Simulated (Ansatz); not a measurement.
# C10H21CuS: geometry, orbitals and charge

What does C10H21CuS look like as a singlet, and where do its frontier electrons sit?

Computed with Ansatz 0.2.0, Gaussian basis. Level: RKS PBE0-D4/def2-TZVP.

The runs, in order: relaxation at r2SCAN-D4/def2-SVP; a single point at PBE0-D4/def2-TZVP.

4 further runs of the same task are left out: 4 that didn't finish.

### 1 The starting structure

SMILES `CCCCCCCCCC[S][Cu]`, 33 atoms, charge 0, spin multiplicity 1.

Atoms are counted from 1 here; the program's logs count them from 0.

Bond lengths: C1–C2 1.523 Å, C1–H13 1.087 Å, C1–H14 1.088 Å, C1–H15 1.088 Å, C2–C3 1.527 Å, C2–H16 1.092 Å, C2–H17 1.092 Å, C3–C4 1.526 Å, C3–H18 1.092 Å, C3–H19 1.093 Å, C4–C5 1.527 Å, C4–H20 1.093 Å, C4–H21 1.093 Å, C5–C6 1.527 Å, C5–H22 1.093 Å, C5–H23 1.093 Å, C6–C7 1.527 Å, C6–H24 1.092 Å and more. Angles: C2–C1–H13 110.7°, C2–C1–H14 110.5°, C2–C1–H15 110.5°, H13–C1–H14 108.4°, H13–C1–H15 108.4°, H14–C1–H15 108.2°, C1–C2–C3 111.8°, C1–C2–H16 109.4°, C1–C2–H17 109.4°, C3–C2–H16 109.3°, C3–C2–H17 109.3°, H16–C2–H17 107.6°, C2–C3–C4 112.1°, C2–C3–H18 109.3°, C2–C3–H19 109.3°, C4–C3–H18 109.3°, C4–C3–H19 109.3°, H18–C3–H19 107.6° and more.

No spin-orbit coupling is included.

The start is a GFN2-xTB geometry.

### 2 Relaxation at r2SCAN-D4/def2-SVP

in.yaml reads:

```yaml
crystal:
  periodic: [false, false, false]
  atoms:
    - {symbol: C, position_ang: [-5.511390, -0.081440, 1.342720]}
    - {symbol: C, position_ang: [-4.020710, -0.209490, 1.627850]}
    - {symbol: C, position_ang: [-3.174990, 0.209930, 0.428120]}
    - {symbol: C, position_ang: [-1.679850, 0.081340, 0.706670]}
    - {symbol: C, position_ang: [-0.830180, 0.499400, -0.490700]}
    - {symbol: C, position_ang: [0.664610, 0.371900, -0.204430]}
    - {symbol: C, position_ang: [1.507180, 0.792240, -1.406930]}
    - {symbol: C, position_ang: [3.010610, 0.800720, -1.125590]}
    - {symbol: C, position_ang: [3.591570, -0.589200, -0.880120]}
    - {symbol: C, position_ang: [5.102600, -0.574750, -0.715660]}
    - {symbol: S, position_ang: [5.746780, -2.163800, -0.070580]}
    - {symbol: Cu, position_ang: [4.108240, -2.601910, 1.254830]}
    - {symbol: H, position_ang: [-6.096150, -0.384350, 2.208000]}
    - {symbol: H, position_ang: [-5.765520, 0.947860, 1.100380]}
    - {symbol: H, position_ang: [-5.793710, -0.708770, 0.500180]}
    - {symbol: H, position_ang: [-3.760380, 0.412410, 2.487390]}
    - {symbol: H, position_ang: [-3.789080, -1.244900, 1.887880]}
    - {symbol: H, position_ang: [-3.436010, -0.411310, -0.431770]}
    - {symbol: H, position_ang: [-3.405960, 1.245850, 0.169100]}
    - {symbol: H, position_ang: [-1.418870, 0.703130, 1.566360]}
    - {symbol: H, position_ang: [-1.449500, -0.954730, 0.968040]}
    - {symbol: H, position_ang: [-1.059880, 1.534750, -0.753270]}
    - {symbol: H, position_ang: [-1.085950, -0.122930, -1.351570]}
    - {symbol: H, position_ang: [0.885340, -0.664210, 0.061850]}
    - {symbol: H, position_ang: [0.923160, 0.999870, 0.652020]}
    - {symbol: H, position_ang: [1.206220, 1.799390, -1.706240]}
    - {symbol: H, position_ang: [1.297390, 0.125100, -2.246230]}
    - {symbol: H, position_ang: [3.215320, 1.435600, -0.260040]}
    - {symbol: H, position_ang: [3.523810, 1.239080, -1.984190]}
    - {symbol: H, position_ang: [3.163200, -1.024090, 0.056560]}
    - {symbol: H, position_ang: [3.322280, -1.256950, -1.701250]}
    - {symbol: H, position_ang: [5.601080, -0.413900, -1.670610]}
    - {symbol: H, position_ang: [5.408710, 0.208150, -0.018760]}
basis:
  gaussian: {orbitals: def2-SVP}
hamiltonian: {xc: r2scan, dispersion: d4}
scf: {lower_state_search: "off"}
output: {orbitals: {seedname: orbitals}}
relax: {f_tol: 0.03, max_steps: 70}
```

Started as:

```
$ ansatz run in.yaml --threads 4 --pin off --events-out ev --progress --plain --max-ram 6963MiB
```

Standard output, cut to the lines that bear on the results:

```text
Functional definition: r2SCAN
  name "r2SCAN"
  cite "Furness, Kaplan, Ning, Perdew & Sun, J. Phys. Chem. Lett. 11, 8208 (2020) doi:10.1021/acs.jpclett.0c02405"
  cite "Furness, Kaplan, Ning, Perdew & Sun, J. Phys. Chem. Lett. 11, 9248 (2020) doi:10.1021/acs.jpclett.0c03077"
  parent r2scan
[...]
3387 factors; their error is unknown
[...]
mean field -66164.40681782 eV, -2431.4971027092 hartree, gradient 6.5e-6 eV, S^2 0.000000; 0 other end points of the search recorded, 0 dependent functions left out
[...]
reference -66164.40684352 eV, -2431.4971036537 hartree; 63, 63 occupied and 231, 231 virtual orbitals, 3387 factors
relax step   1: F+E_penalty+E_count = -66164.64466425 eV  Δ(F+E_penalty+E_count) = +0.000e0 eV  max|allowed force component| = 8.290e-1 eV/Å  Δτ_max = 0.0000 Å  (21 SCF iters, accepted)
[...]
relax step   7: F+E_penalty+E_count = -66164.80421069 eV  Δ(F+E_penalty+E_count) = -4.370e-4 eV  max|allowed force component| = 1.079e-2 eV/Å  Δτ_max = 0.0561 Å  (21 SCF iters, accepted)
[...]
relax step   8: F+E_penalty+E_count = -66164.80443206 eV  Δ(F+E_penalty+E_count) = -2.214e-4 eV  max|allowed force component| = 7.855e-3 eV/Å  Δτ_max = 0.0437 Å  (21 SCF iters, accepted)
Total energy: -66164.80445828 eV, -2431.5117157265 hartree
Atom 0 at    -5.548865    -0.090550     1.370142 Å, force     0.006503     0.000148     0.000444 eV/Å
[...]
Atom 18 at    -3.440333     1.272422     0.180130 Å, force    -0.000148     0.001053    -0.002073 eV/Å
Atom 19 at    -1.420675     0.714746     1.574526 Å, force     0.000966    -0.000619     0.001770 eV/Å
Atom 20 at    -1.453977    -0.940871     0.966020 Å, force     0.000744    -0.000918     0.001756 eV/Å
Atom 21 at    -1.079245     1.566311    -0.777068 Å, force    -0.001134    -0.000810    -0.001554 eV/Å
Atom 22 at    -1.106564    -0.091785    -1.377625 Å, force    -0.000266    -0.000707    -0.000137 eV/Å
Atom 23 at     0.890325    -0.631986     0.070440 Å, force     0.000273    -0.000304     0.000748 eV/Å
Atom 24 at     0.940721     1.045551     0.617793 Å, force     0.000407    -0.000803     0.001266 eV/Å
Atom 25 at     1.211233     1.785866    -1.801582 Å, force    -0.000925     0.000076     0.000494 eV/Å
Atom 26 at     1.291921     0.090832    -2.284561 Å, force    -0.001488     0.000978    -0.001078 eV/Å
Atom 27 at     3.257357     1.522513    -0.396644 Å, force     0.002596     0.000906     0.000262 eV/Å
Atom 28 at     3.545359     1.143329    -2.096757 Å, force    -0.000337    -0.000236     0.001081 eV/Å
Atom 29 at     3.138168    -0.926370     0.150621 Å, force    -0.000549     0.002316    -0.001145 eV/Å
Atom 30 at     3.331183    -1.335814    -1.557452 Å, force     0.001653     0.002359     0.002690 eV/Å
Atom 31 at     5.600110    -0.240117    -1.541977 Å, force    -0.003550     0.002664     0.004642 eV/Å
Atom 32 at     5.392027     0.154033     0.174349 Å, force    -0.000551    -0.002401    -0.001629 eV/Å
Dipole moment:    -0.665809    -0.005816     0.412765 e Å
Checks for a lower state left out: stability, starts, cluster_reference, orbital_swaps, neighbouring_geometries, increment
```

Wall time 2.3 min (4 threads of Arm Neoverse N1, shared host); peak memory 0.62 GiB.

Step by step:

| step | energy from step 1 (eV) | largest force component (eV/Å) |
| --- | --- | --- |
| 1 | 0.0000 | 0.8290 |
| 2 | -0.1246 | 0.3100 |
| 3 | -0.1484 | 0.0902 |
| 4 | -0.1542 | 0.0710 |
| 5 | -0.1585 | 0.0334 |
| 6 | -0.1591 | 0.0200 |
| 7 | -0.1595 | 0.0108 |
| 8 | -0.1598 | 0.0079 |

The force was under the threshold of 0.03 eV/Å already at step 6, but the program went on to step 8.

Distances of close pairs at the start and the end, largest changes first:

| bond | before (Å) | after (Å) | change (Å) |
| --- | --- | --- | --- |
| S11–Cu12 | 2.153 | 2.108 | -0.045 |
| C10–H32 | 1.089 | 1.105 | +0.016 |
| C1–H14 | 1.088 | 1.103 | +0.015 |
| C1–H15 | 1.088 | 1.103 | +0.015 |
| C3–H18 | 1.092 | 1.107 | +0.015 |
| C6–H25 | 1.093 | 1.108 | +0.015 |
| C3–H19 | 1.093 | 1.107 | +0.014 |
| C4–H20 | 1.093 | 1.107 | +0.014 |

Bonds by kind at the end (by distance):

| bond | count | shortest (Å) | longest (Å) |
| --- | --- | --- | --- |
| C–C | 9 | 1.524 | 1.530 |
| C–S | 1 | 1.837 | 1.837 |
| Cu–S | 1 | 2.108 | 2.108 |
| C–H | 21 | 1.101 | 1.112 |

### 3 Single point, PBE0-D4/def2-TZVP

start.molden holds the orbitals of an earlier run on this state, given as this run's starting guess.

in.yaml reads:

```yaml
crystal:
  periodic: [false, false, false]
  atoms:
    - {symbol: C, position_ang: [-5.548865, -0.090550, 1.370142]}
    - {symbol: C, position_ang: [-4.051607, -0.211492, 1.629082]}
    - {symbol: C, position_ang: [-3.195468, 0.225279, 0.442521]}
    - {symbol: C, position_ang: [-1.694992, 0.104543, 0.692631]}
    - {symbol: C, position_ang: [-0.836818, 0.523215, -0.497819]}
    - {symbol: C, position_ang: [0.663229, 0.404344, -0.241571]}
    - {symbol: C, position_ang: [1.516524, 0.783059, -1.450804]}
    - {symbol: C, position_ang: [3.023942, 0.786782, -1.189807]}
    - {symbol: C, position_ang: [3.595712, -0.575452, -0.799633]}
    - {symbol: C, position_ang: [5.107804, -0.569560, -0.609063]}
    - {symbol: S, position_ang: [5.830200, -2.216182, -0.230810]}
    - {symbol: Cu, position_ang: [4.366060, -2.878287, 1.133571]}
    - {symbol: H, position_ang: [-6.141125, -0.413688, 2.240524]}
    - {symbol: H, position_ang: [-5.831023, 0.950857, 1.142707]}
    - {symbol: H, position_ang: [-5.855269, -0.708775, 0.510007]}
    - {symbol: H, position_ang: [-3.776293, 0.390590, 2.514947]}
    - {symbol: H, position_ang: [-3.801625, -1.257032, 1.889034]}
    - {symbol: H, position_ang: [-3.468025, -0.376323, -0.445865]}
    - {symbol: H, position_ang: [-3.440333, 1.272422, 0.180130]}
    - {symbol: H, position_ang: [-1.420675, 0.714746, 1.574526]}
    - {symbol: H, position_ang: [-1.453977, -0.940871, 0.966020]}
    - {symbol: H, position_ang: [-1.079245, 1.566311, -0.777068]}
    - {symbol: H, position_ang: [-1.106564, -0.091785, -1.377625]}
    - {symbol: H, position_ang: [0.890325, -0.631986, 0.070440]}
    - {symbol: H, position_ang: [0.940721, 1.045551, 0.617793]}
    - {symbol: H, position_ang: [1.211233, 1.785866, -1.801582]}
    - {symbol: H, position_ang: [1.291921, 0.090832, -2.284561]}
    - {symbol: H, position_ang: [3.257357, 1.522513, -0.396644]}
    - {symbol: H, position_ang: [3.545359, 1.143329, -2.096757]}
    - {symbol: H, position_ang: [3.138168, -0.926370, 0.150621]}
    - {symbol: H, position_ang: [3.331183, -1.335814, -1.557452]}
    - {symbol: H, position_ang: [5.600110, -0.240117, -1.541977]}
    - {symbol: H, position_ang: [5.392027, 0.154033, 0.174349]}
basis:
  gaussian: {orbitals: def2-TZVP, initial_orbitals: start.molden}
hamiltonian: {xc: pbe0, dispersion: d4}
scf: {omitted_lower_state_checks: [starts]}
output: {orbitals: {seedname: orbitals}}
```

Launched as before.

Standard output:

```text
Functional definition: PBE0
  name "PBE0"
  cite "Adamo & Barone, J. Chem. Phys. 110, 6158 (1999) doi:10.1063/1.478522"
  cite "Perdew, Burke & Ernzerhof, Phys. Rev. Lett. 77, 3865 (1996) doi:10.1103/PhysRevLett.77.3865"
  parent pbe
  parameter a = 0.25
  parameter kappa = 0.804
  parameter beta = 0.06672455060314922
  exchange = (1 - a)*pbe_x(kappa = kappa, mu = beta*pi^2/3) + a*exact_x
  correlation = pbe_c(beta = beta)
these checks for a lower state are left out or cut short: starts
3537 factors; their error is unknown
mean field evaluation 1: about -66164.3163 eV, gradient 1.8e2 eV
mean field evaluation 2: about -66170.6311 eV, gradient 6.9e0 eV
mean field evaluation 4: about -66170.8129 eV, gradient 6.7e-3 eV
mean field evaluation 8: about -66170.7867 eV, gradient 1.0e-5 eV
mean field -66170.78673877 eV, -2431.7315604795 hartree, gradient 1.0e-5 eV, S^2 0.000000; 0 other end points of the search recorded, 0 dependent functions left out
reference -66170.78680041 eV, -2431.7315627448 hartree; 63, 63 occupied and 455, 455 virtual orbitals, 3537 factors
Total energy: -66171.49133683 eV, -2431.7574539809 hartree
Checks for a lower state left out: starts
```

It took 73 s on 4 threads of Arm Neoverse N1, shared host; peak memory 3.4 GiB.

Report: HOMO -5.75 eV, LUMO -2.28 eV.

Mulliken charges, from this run's orbitals:

C1 -0.36; C2 -0.16; C3 -0.21; C4 -0.18; C5 -0.19; C6 -0.24; C7 -0.15; C8 -0.16; C9 -0.25; C10 -0.12; S11 -0.38; Cu12 0.28; H13 0.13; H14 0.11; H15 0.11; H16 0.09; H17 0.09; H18 0.09; H19 0.09; H20 0.09; H21 0.09; H22 0.10; H23 0.09; H24 0.09; H25 0.09; H26 0.10; H27 0.10; H28 0.09; H29 0.11; H30 0.08; H31 0.11; H32 0.12; H33 0.12

Largest Mayer bond orders: S11–Cu12 1.10; C5–C6 1.04; C4–C5 1.04; C3–C4 1.03; C10–S11 1.03; C6–C7 1.02; C2–C3 1.02; C1–C2 1.01; C7–C8 1.00; C9–C10 1.00.

### 4 Summary of results

| quantity | value |
| --- | --- |
| point group | C1 |
| near neighbours of the metal | S 2.11 Å |
| HOMO, LUMO at PBE0-D4/def2-TZVP | -5.75, -2.28 eV |
| charge on the metal (Mulliken, PBE0-D4/def2-TZVP) | +0.28 e |
| dipole at r2SCAN-D4/def2-SVP | 3.76 D |

**Reading.** The molecule keeps its bonding pattern by the stored test; the atoms moved 0.12 Å (rms). No usable vibrations, so a minimum isn't proven. Whether this spin is the lowest isn't tested here. The point group is read from a loosely relaxed geometry; soft torsions can leave it below the true symmetry.
